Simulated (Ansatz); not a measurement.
GeW:

```
Ge W
1.0
     0.00000    2.57761    2.57761
     2.57761    0.00000    2.57761
     2.57761    2.57761    0.00000
Ge W
1 1
Direct
  0.50000 0.50000 0.50000
  0.00000 0.00000 0.00000
```

The cell was built by a generator and needn't be a form met in nature.

Base run:

| Item | Value |
| --- | --- |
| Program | Ansatz 0.2.0 |
| Functional | PBE |
| Potentials or basis | Ansatz PAW |
| Cutoff | 420 eV (not typed: the program's choice for these potentials) |
| k mesh | 9 × 9 × 9 |
| Occupations | fermi-dirac, width 0.05 eV |
| Spin | no spin polarisation |

Its results: band gap on the k mesh none (metal or under the smearing width); pressure 0.2 GPa.

Task: The run is repeated on the same cell with these changes: potentials or basis from Ansatz PAW to JTH PAW; cutoff from 420 eV (not typed: the program's choice for these potentials) to 1290 eV (not typed: the program's choice for these potentials). What comes out?

Result: Band gap on the k mesh none (metal or under the smearing width); pressure 0.7 GPa.

Caveats: spin-orbit coupling is left out, which moves the levels of the heavy elements.
